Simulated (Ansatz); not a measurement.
**Si2W: response to strain**

Si2W is deformed so: equal xx and yy strain of -3 %. What stress and forces result, by LAPW, PAW and all-electron datasets made for the crystal?

Method: DFT LDA, scalar-relativistic, in Ansatz 0.2.0.

**1. The starting structure**

The structure is tetragonal, space group I4/mmm (No. 139). The conventional cell has a = 3.212 Å, b = 3.212 Å, c = 7.880 Å, α = 90.00°, β = 90.00°, γ = 90.00°. Si (site symmetry 4mm) has 5 Si at 2.62 to 2.63 Å and 5 W at 2.62 Å as nearest neighbours. W (site symmetry 4/mmm) is surrounded by 10 Si at 2.62 Å.

Structure file:

```
CELL_PARAMETERS angstrom
-1.60600 1.60600 3.94000
1.60600 -1.60600 3.94000
1.60600 1.60600 -3.94000
ATOMIC_POSITIONS crystal
Si 0.33300 0.33300 0.00000
Si 0.66700 0.66700 0.00000
W 0.00000 0.00000 0.00000
```

Atoms are numbered in the order of the input: Si1, Si2, W3.

**2. The deformed structure**

Space group I4/mmm before, I4/mmm after.

**3. LAPW, all electrons**

The input, input.yaml:

```yaml
crystal:
  lattice:
    - [-1.55782, 1.55782, 3.94]
    - [1.55782, -1.55782, 3.94]
    - [1.55782, 1.55782, -3.94]
  atoms:
    - { symbol: Si, position: [0.333, 0.333, 0.0] }
    - { symbol: Si, position: [0.667, 0.667, 0.0] }
    - { symbol: W, position: [0.0, 0.0, 0.0] }
kpoints:
  mp_grid: { grid: [11, 11, 14] }
  band_path:
    path:
      - [0.0, 0.0, 0.0]
      - [0.0, 0.0, 0.5]
      - [0.25, 0.25, 0.25]
      - [0.0, 0.5, 0.0]
      - [0.0, 0.0, 0.0]
      - [0.5, 0.5, -0.5]
      - [0.2890824801, 0.7109175199, -0.2890824801]
      - [-0.2890824801, 0.2890824801, 0.2890824801]
      - [0.0, 0.0, 0.0]
    npoints: 5
scf:
  occupations: { method: fermi_dirac, width: 0.05 }
hamiltonian:
  xc: lda
  pseudopotentials: { kind: all_electron, lapw: { basis_error: 0.001 } }
output:
  forces: true
  stress: true
  eigenvalues: true
```

Launch:

```bash
$ ansatz run input.yaml --threads 1 --pin off --max-ram 6144MiB --backend cpu --events-out ev --progress --plain --runs-dir out
```

**4. PAW with frozen cores**

The input, input.yaml:

```yaml
crystal:
  lattice:
    - [-1.55782, 1.55782, 3.94]
    - [1.55782, -1.55782, 3.94]
    - [1.55782, 1.55782, -3.94]
  atoms:
    - { symbol: Si, position: [0.333, 0.333, 0.0] }
    - { symbol: Si, position: [0.667, 0.667, 0.0] }
    - { symbol: W, position: [0.0, 0.0, 0.0] }
kpoints:
  mp_grid: { grid: [11, 11, 14] }
scf:
  occupations: { method: fermi_dirac, width: 0.05 }
hamiltonian:
  xc: lda
  pseudopotentials: { kind: paw }
output:
  forces: true
  stress: true
  eigenvalues: true
  efg: { contact_densities: true }
```

**5. Datasets made for this crystal**

input.yaml: that of step 4 with these lines changed.

```diff
@@ -15,3 +15,3 @@
   xc: lda
-  pseudopotentials: { kind: paw }
+  pseudopotentials: { kind: all_electron, datasets: crystal }
 output:
```

(Steps that only read results are left out.)

**Question.** What will these runs give? Wanted: pressure; largest shear or deviatoric stress.

As calculated:

| quantity | value |
| --- | --- |
| pressure | LAPW 6.90, PAW 7.01, crystal datasets 6.90 GPa |
| largest shear or deviatoric stress (LAPW) | 10.03 GPa |

**Reading.** The largest part of the stress beyond the pressure is 10.03 GPa in size, in the zz component; the atoms are carried along and not relaxed. No run of the undeformed cell stands beside it, so the pressure holds what the given cell had before the change. PAW: stress within 0.12 GPa of LAPW, forces within 4 meV/Å. Crystal datasets: stress within 0.01 GPa of LAPW, forces within 1 meV/Å. Spin-orbit coupling is left out, though the cell holds W; in elements this heavy it can shift bands and gaps by tenths of an eV. The k mesh doesn't keep the crystal's whole symmetry, which leaves small spurious terms.
